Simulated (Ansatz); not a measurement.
# BGeH₅S (SMILES S[BH][GeH3]): one structure at several levels

The task here is to estimate one member of a computed series from the others.

Computed with Ansatz 0.2.0, Gaussian basis. Level: single points in def2-TZVPP.

Correlated methods freeze the cores. Filled d shells of the heavier atoms are correlated.

### The starting structure

8 atoms, charge 0, spin multiplicity 1.

Atoms are counted from 1 here; the program's logs count them from 0.

Bond lengths: S1–B2 1.767 Å, S1–H4 1.279 Å, B2–Ge3 1.946 Å, B2–H5 1.011 Å, Ge3–H6 1.389 Å, Ge3–H7 1.482 Å, Ge3–H8 1.474 Å. Angles: B2–S1–H4 103.4°, S1–B2–Ge3 117.5°, S1–B2–H5 111.0°, Ge3–B2–H5 131.5°, B2–Ge3–H6 114.8°, B2–Ge3–H7 111.5°, B2–Ge3–H8 115.3°, H6–Ge3–H7 106.7°, H6–Ge3–H8 104.7°, H7–Ge3–H8 102.8°.

Geometry (Å):

```tsv
atom	x (Å)	y (Å)	z (Å)
S1	-1.0782	0.2699	-1.8778
B2	0.3641	-0.2556	-1.0031
Ge3	0.3589	-0.0704	0.9337
H4	-1.8669	0.6539	-0.9464
H5	1.0592	-0.6228	-1.6383
H6	-0.6489	0.7412	1.4381
H7	1.6407	0.4849	1.4293
H8	0.2362	-1.3306	1.6874
```

The first run:

run/in.yaml reads:

```yaml
crystal:
  periodic: [false, false, false]
  atoms:
    - {symbol: S, position_ang: [-1.078200, 0.269900, -1.877800]}
    - {symbol: B, position_ang: [0.364100, -0.255600, -1.003100]}
    - {symbol: Ge, position_ang: [0.358900, -0.070400, 0.933700]}
    - {symbol: H, position_ang: [-1.866900, 0.653900, -0.946400]}
    - {symbol: H, position_ang: [1.059200, -0.622800, -1.638300]}
    - {symbol: H, position_ang: [-0.648900, 0.741200, 1.438100]}
    - {symbol: H, position_ang: [1.640700, 0.484900, 1.429300]}
    - {symbol: H, position_ang: [0.236200, -1.330600, 1.687400]}
basis:
  gaussian: {orbitals: def2-TZVPP}
correlation: {method: ccsd_t}
output: {forces: true}
```

No record of the launch command was kept for these runs.

Steps of the session up to this table: CCSD(T)/def2-TZVPP; PBE0-D4/def2-TZVPP; wB97M-V/def2-TZVPP; r2SCAN-D4/def2-TZVPP; PBE-D4/def2-TZVPP; HSE06-D4/def2-TZVPP; BHLYP-D4/def2-TZVPP.

One of the session's tables, all rows but one given; the rest of the session is left out.

| method | RMS force component (eV/Å) | angle to CCSD(T) forces (°) | dipole (D) |
| --- | --- | --- | --- |
| CCSD(T) | 2.191 | reference | 0.67 |
| PBE0-D4 | 2.240 | 2.5 | 0.62 |
| wB97M-V | 2.166 | 1.7 | 0.60 |
| r2SCAN-D4 | ? | ? | ? |
| PBE-D4 | 2.277 | 4.2 | 0.71 |
| HSE06-D4 | 2.240 | 2.5 | 0.62 |
| BHLYP-D4 | 2.128 | 2.6 | 0.51 |

Estimate the missing values for r2SCAN-D4.

**Answer.** RMS force component (eV/Å): 2.210; angle to CCSD(T) forces (°): 2.3; dipole (D): 0.63. In the column «RMS force component (eV/Å)» it lies between CCSD(T) (2.191) and PBE0-D4 (2.240).
